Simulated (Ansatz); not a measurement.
# C2H5BSeSi: a ladder of functionals and wavefunction methods

An exercise on one series of results from a longer session: the logs are not shown, and one member is left open.

Program: Ansatz 0.2.0, Gaussian basis. Level of theory: functionals in def2-TZVPP, the program's frozen cores in correlated methods. These are calculated values, not measurements.

The runs, in order: LDA (SPW92), PBE-D4, revPBE-D4, BLYP-D4, r2SCAN-D4, B97M-V, PBE0-D4, B3LYP-D4, r2SCANh-D4, r2SCAN0-D4, HSE06-D4, BHLYP-D4, CAM-B3LYP-D4, LC-ωPBE, ωB97X-V, ωB97M-V, B2PLYP, PBE-QIDH; CCSD(T)/def2-SVP; CCSD(T)/def2-TZVPP; MP2/def2-QZVPP; extrapolation to the limit; RPA on PBE.

## Structure used throughout

The geometry comes from an earlier relaxation with PBE0-D4 in a triple-zeta def2 set; it is a stationary point, not always the lowest conformer.

10 atoms, charge 0, spin multiplicity 1.

Atoms are counted from 1 here; the program's logs count them from 0.

Bond lengths: C1–C2 1.208 Å, C1–H6 1.065 Å, C2–B3 1.520 Å, B3–Si4 1.959 Å, B3–H7 1.197 Å, Si4–Se5 2.378 Å, Si4–H8 1.483 Å, Si4–H9 1.483 Å, Se5–H10 1.469 Å. Angles: C2–C1–H6 179.2°, C1–C2–B3 178.5°, C2–B3–Si4 121.3°, C2–B3–H7 122.1°, Si4–B3–H7 114.7°, B3–Si4–Se5 62.6°, B3–Si4–H8 123.0°, B3–Si4–H9 125.5°, Se5–Si4–H8 106.3°, Se5–Si4–H9 107.5°, H8–Si4–H9 111.3°, Si4–Se5–H10 91.6°.

Set-up of the first run:

The input, in.yaml:

```yaml
crystal:
  periodic: [false, false, false]
  atoms:
    - {symbol: C, position_ang: [1.641325, 1.757556, 0.884145]}
    - {symbol: C, position_ang: [1.204449, 0.694653, 0.512536]}
    - {symbol: B, position_ang: [0.630458, -0.643618, 0.078110]}
    - {symbol: Si, position_ang: [-1.280733, -1.036908, 0.252835]}
    - {symbol: Se, position_ang: [-0.482316, -0.428676, -1.902885]}
    - {symbol: H, position_ang: [2.040871, 2.688395, 1.212785]}
    - {symbol: H, position_ang: [1.322330, -1.601381, -0.110616]}
    - {symbol: H, position_ang: [-1.840292, -2.403763, 0.119592]}
    - {symbol: H, position_ang: [-2.329350, -0.059504, 0.631693]}
    - {symbol: H, position_ang: [-0.823842, 0.982046, -1.675394]}
basis:
  gaussian: {orbitals: def2-TZVPP}
hamiltonian: {xc: lda}
output: {orbitals: {seedname: orbitals}}
```

Among the steps run: LDA; PBE-D4 (GGA); revPBE-D4 (GGA); BLYP-D4 (GGA); r2SCAN-D4 (meta-GGA); B97M-V (meta-GGA); PBE0-D4 (hybrid); B3LYP-D4 (hybrid); r2SCANh-D4 (hybrid); r2SCAN0-D4 (hybrid); HSE06-D4 (hybrid); BHLYP-D4 (hybrid); CAM-B3LYP-D4 (range-separated); LC-ωPBE (range-separated); ωB97X-V (range-separated); ωB97M-V (range-separated); B2PLYP (double hybrid); PBE-QIDH (double hybrid).

One table of the session follows, with a row left open; its other results are not shown here.

It belongs to the step «Orbital energies across the functionals». 

| functional | HOMO (eV) | gap (eV) |
| --- | --- | --- |
| LDA (SPW92) | -6.02 | 3.90 |
| PBE-D4 | -5.87 | 3.96 |
| revPBE-D4 | -5.81 | 3.99 |
| BLYP-D4 | -5.71 | 3.94 |
| r2SCAN-D4 | -6.05 | 4.39 |
| B97M-V | -6.09 | 4.41 |
| PBE0-D4 | -6.90 | 5.82 |
| B3LYP-D4 | -6.70 | 5.41 |
| r2SCANh-D4 | -6.44 | 5.07 |
| r2SCAN0-D4 | -7.03 | 6.08 |
| HSE06-D4 | -6.51 | 5.06 |
| BHLYP-D4 | -7.79 | 7.59 |
| CAM-B3LYP-D4 | -8.11 | 8.02 |
| LC-ωPBE | ? | ? |
| ωB97X-V | -9.04 | 9.95 |
| ωB97M-V | -8.92 | 9.59 |

**Question.** Estimate the row for LC-ωPBE.

The run gave: HOMO (eV): -9.38; gap (eV): 10.39. In the column «HOMO (eV)» it is the lowest.
